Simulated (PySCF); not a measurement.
# Yb(SH)3: other functionals and bases at one geometry

The task here is to estimate one member of a computed series from the others.

The runs use PySCF 2.14.0; several levels, as the steps say, no spin–orbit coupling.

1 further run of the same task is left out (for a known fault of the program).

## The starting structure

7 atoms, charge 0, spin multiplicity 1.

Bond lengths: Yb1–S2 2.532 Å, Yb1–S4 2.532 Å, Yb1–S6 2.532 Å, S2–H3 1.356 Å, S4–H5 1.356 Å, S6–H7 1.356 Å. Angles: S2–Yb1–S4 120.0°, S2–Yb1–S6 120.0°, S4–Yb1–S6 120.0°, Yb1–S2–H3 93.8°, Yb1–S4–H5 93.8°, Yb1–S6–H7 93.8°.

Coordinates:

```tsv
atom	x (Å)	y (Å)	z (Å)
Yb1	0.0000	0.0000	0.8608
S2	2.4950	-0.4331	0.8714
H3	2.8138	0.8837	0.9147
S4	-0.8724	2.3773	0.8714
H5	-2.1722	1.9950	0.9147
S6	-1.6226	-1.9442	0.8714
H7	-0.6416	-2.8787	0.9147
```

Formal oxidation states: Yb +3. Each metal's 13 4f electrons lie in its core potential, so multiplicities, spins and levels count the valence alone. An earlier session relaxed this geometry at PBE0, Yb lcecp-1-SVP with ECP59, S def2-SVP, H def2-SVP (singlet, point group C3).

At PBE0 on the finer grid: E = -1235.145029 Eh, HOMO -7.54 eV, LUMO -2.42 eV, Mulliken charge on Yb1 +0.81 e, largest force component 0.015 eV/Å. 

Levels to run: TPSS; CAM-B3LYP; PBE0, TZVP. Hardware: 2 threads of Intel Xeon Platinum 8375C at 2.90GHz (Ice Lake), shared host.

The first run:

The input, run.py (the lines that set the calculation):

```python
mol = gto.M(atom='''
Yb     0.00000     0.00000     0.86081
S      2.49499    -0.43311     0.87142
H      2.81380     0.88374     0.91467
S     -0.87242     2.37728     0.87142
H     -2.17224     1.99495     0.91467
S     -1.62258    -1.94417     0.87142
H     -0.64156    -2.87869     0.91467''',
    basis={'Yb': 'lcecp-1-SVP', 'S': 'def2-SVP', 'H': 'def2-SVP'},
    ecp={'Yb': 'lcecp-1-SVP'},
    charge=0, spin=0)
mf = dft.RKS(mol, xc='TPSS')
mf.grids.atom_grid = (75, 302)  # f atoms: unpruned, at least (60, 302)
mf = mf.density_fit()  # fitting sets: Yb AutoAux, S def2-universal-JKFIT, H def2-universal-JKFIT
mf.conv_tol = 1e-08; mf.max_cycle = 55
mf.kernel(dm0)  # dm0: the density of the relaxed state
```

Launch:

```sh
$ OMP_NUM_THREADS=2 python run.py
```

Among the steps run: TPSS; CAM-B3LYP; PBE0, TZVP.

One of the session's tables, all rows but one given; the rest of the session is left out.

| level | HOMO (eV) | gap (eV) | charge on Yb1 (e) | largest force component (eV/Å) |
| --- | --- | --- | --- | --- |
| PBE0 (relaxed here) | -7.54 | 5.12 | 0.81 | 0.01 |
| TPSS | -6.46 | 3.57 | 0.79 | 0.20 |
| CAM-B3LYP | ? | ? | ? | ? |
| PBE0, TZVP | -7.60 | 5.19 | 1.25 | 0.22 |

**Question.** Estimate the row for CAM-B3LYP.

As computed: HOMO (eV): -8.79; gap (eV): 7.18; charge on Yb1 (e): 0.74; largest force component (eV/Å): 0.06. In the column «HOMO (eV)» it is the lowest.

In one basis the HOMO–LUMO gap runs from 3.57 eV (TPSS) to 7.18 eV (CAM-B3LYP). The largest leftover force, 0.22 eV/Å with PBE0, TZVP, stands at a geometry relaxed at another level. With 4f in the core, its levels are missing from HOMO and gap, and its count is fixed, so no charge can pass from the ligands into it. Total energies of different levels can't be compared.
